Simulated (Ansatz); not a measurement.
A nudged elastic band was laid between two geometries of a periodic cell of 33 atoms, Al$_{32}$Si (host Al, host structure fcc, interstitial Si).

Level of theory: DFT PBE-D3(BJ), scalar-relativistic, plane waves, PAW (Ansatz 0.2.0). Settings: PAW set soft_1, cutoff 420 eV, k mesh 2x2x2, gaussian smearing 0.05 eV, no spin polarisation.

| Quantity | Value |
| --- | --- |
| movable images | 7 |
| climbing image | yes |
| spring | 5.0 eV/Å² |
| optimiser | quadratic models (default) |
| start path | straight line |
| force threshold | 0.05 eV/Å |
| iteration limit | 28 |
| end points | relaxed |

Initial state:

```xyz
33
Lattice="8.1000 0.0000 0.0000 0.0000 8.1000 0.0000 0.0000 0.0000 8.1000" Properties=species:S:1:pos:R:3
Al 4.042 -0.010 -0.012
Al 6.075 2.025 -0.413
Al 6.075 -0.409 2.025
Al 0.011 -0.009 -0.010
Al 2.028 2.025 -0.095
Al 4.042 4.060 -0.011
Al 6.077 6.075 -0.095
Al 2.028 -0.094 2.024
Al 3.646 2.025 2.025
Al 6.075 4.461 2.025
Al 4.041 -0.011 4.060
Al 6.076 2.025 4.457
Al 6.077 -0.094 6.073
Al 0.011 4.059 -0.010
Al 2.026 6.075 -0.028
Al 0.416 2.025 2.025
Al 2.028 4.144 2.024
Al 3.957 6.075 2.024
Al 0.012 -0.010 4.059
Al 2.028 2.025 4.143
Al 4.041 4.061 4.059
Al 6.077 6.075 4.143
Al 2.026 -0.026 6.074
Al 3.957 2.025 6.073
Al 6.077 4.144 6.073
Al 0.095 6.075 2.024
Al 0.012 4.060 4.059
Al 2.026 6.075 4.075
Al 0.095 2.025 6.073
Al 2.026 4.077 6.074
Al 4.025 6.075 6.074
Al 0.028 6.075 6.074
Si 6.083 2.026 2.021
```

Final state:

```xyz
33
Lattice="8.1000 0.0000 0.0000 0.0000 8.1000 0.0000 0.0000 0.0000 8.1000" Properties=species:S:1:pos:R:3
Al 4.024 0.000 0.001
Al 6.076 1.931 0.002
Al 6.076 -0.001 1.932
Al 0.027 0.000 0.001
Al 2.025 1.998 0.001
Al 3.957 4.049 0.002
Al 6.076 6.168 0.002
Al 2.025 0.000 2.000
Al 4.041 2.014 2.016
Al 6.075 4.050 1.619
Al 3.957 -0.001 4.051
Al 6.075 1.613 4.050
Al 6.076 -0.001 6.170
Al 0.094 4.049 0.002
Al 2.025 6.101 0.001
Al 0.010 2.015 2.017
Al 2.026 4.049 1.932
Al 4.040 6.085 2.016
Al 0.094 -0.001 4.051
Al 2.026 1.931 4.051
Al 3.642 4.050 4.050
Al 6.075 6.483 4.050
Al 2.025 0.000 6.102
Al 4.041 2.015 6.086
Al 6.075 4.050 6.489
Al 0.011 6.084 2.016
Al 0.412 4.050 4.050
Al 2.026 6.168 4.051
Al 0.010 2.015 6.086
Al 2.026 4.049 6.170
Al 4.041 6.084 6.086
Al 0.010 6.084 6.086
Si 6.077 4.048 4.055
```

(1) What changes between the two ends?

(2) Give the energies along the band, and the barrier.

(3) What is the geometry of the highest image?

The band took 15 iterations and about 40 core-minutes.

Answers

(1) Contacts lost: Al2–Si33, Al3–Si33, Al9–Si33, Al10–Al22, Al12–Al25, Al16–Si33, Al22–Al25. Contacts made: Al2–Al3, Al2–Al10, Al3–Al12, Al21–Si33, Al22–Si33, Al25–Si33, Al27–Si33. The atom that moves furthest is Si33, by 2.87 Å.

(2) The forces met the threshold. The highest image is number 4 of 0 to 8, 0.86 eV above the ends, which have the same energy within 2 meV. By the program's own check the climbing image is a first-order saddle point (lowest curvatures found: -1.05 and 0.05 eV/Å²). Limits of this set-up: coarse k mesh.

```json
{"image": "0", "path coordinate (Å)": "0.00", "energy (eV)": "0.00", "Al2–Si33 (Å)": "2.43", "Al3–Si33 (Å)": "2.44", "Al9–Si33 (Å)": "2.44"}
{"image": "1", "path coordinate (Å)": "0.64", "energy (eV)": "0.09", "Al2–Si33 (Å)": "2.46", "Al3–Si33 (Å)": "2.60", "Al9–Si33 (Å)": "2.44"}
{"image": "2", "path coordinate (Å)": "1.29", "energy (eV)": "0.35", "Al2–Si33 (Å)": "2.50", "Al3–Si33 (Å)": "2.81", "Al9–Si33 (Å)": "2.44"}
{"image": "3", "path coordinate (Å)": "1.93", "energy (eV)": "0.67", "Al2–Si33 (Å)": "2.62", "Al3–Si33 (Å)": "3.06", "Al9–Si33 (Å)": "2.47"}
{"image": "4", "path coordinate (Å)": "2.57", "energy (eV)": "0.86", "Al2–Si33 (Å)": "2.95", "Al3–Si33 (Å)": "3.40", "Al9–Si33 (Å)": "2.56"}
{"image": "5", "path coordinate (Å)": "3.25", "energy (eV)": "0.63", "Al2–Si33 (Å)": "3.49", "Al3–Si33 (Å)": "3.77", "Al9–Si33 (Å)": "2.71"}
{"image": "6", "path coordinate (Å)": "3.92", "energy (eV)": "0.32", "Al2–Si33 (Å)": "3.96", "Al3–Si33 (Å)": "4.02", "Al9–Si33 (Å)": "2.90"}
{"image": "7", "path coordinate (Å)": "4.60", "energy (eV)": "0.09", "Al2–Si33 (Å)": "4.28", "Al3–Si33 (Å)": "4.29", "Al9–Si33 (Å)": "3.18"}
{"image": "8", "path coordinate (Å)": "5.28", "energy (eV)": "0.00", "Al2–Si33 (Å)": "4.57", "Al3–Si33 (Å)": "4.57", "Al9–Si33 (Å)": "3.53"}
```

(3) 
```xyz
33
Lattice="8.1000 0.0000 0.0000 0.0000 8.1000 0.0000 0.0000 0.0000 8.1000" Properties=species:S:1:pos:R:3
Al 3.978 0.024 0.026
Al 6.077 2.183 0.204
Al 6.077 -0.202 1.833
Al 0.075 0.024 0.027
Al 2.027 2.071 -0.056
Al 4.045 4.071 -0.005
Al 6.076 5.977 -0.388
Al 2.026 0.087 1.965
Al 3.959 1.986 2.008
Al 6.075 4.974 1.867
Al 3.764 -0.074 4.051
Al 6.073 0.997 4.243
Al 6.077 0.099 6.523
Al 0.008 4.072 -0.005
Al 2.026 6.071 -0.059
Al 0.097 1.987 2.006
Al 2.027 4.020 1.988
Al 3.805 6.155 2.011
Al 0.285 -0.072 4.051
Al 2.027 2.095 4.084
Al 3.996 4.108 4.049
Al 6.075 6.272 4.229
Al 2.026 0.011 6.141
Al 4.054 2.008 6.069
Al 6.076 3.907 5.893
Al 0.246 6.154 2.011
Al 0.059 4.109 4.050
Al 2.026 5.983 4.094
Al -0.002 2.007 6.068
Al 2.027 4.026 6.111
Al 3.985 6.065 6.055
Al 0.067 6.065 6.054
Si 6.080 2.972 3.046
```

The run took 21 min on 2 threads of Intel(R) Xeon(R) Platinum 8375C CPU @ 2.90GHz (Ice Lake) (shared host), peak memory 2.3 GiB.
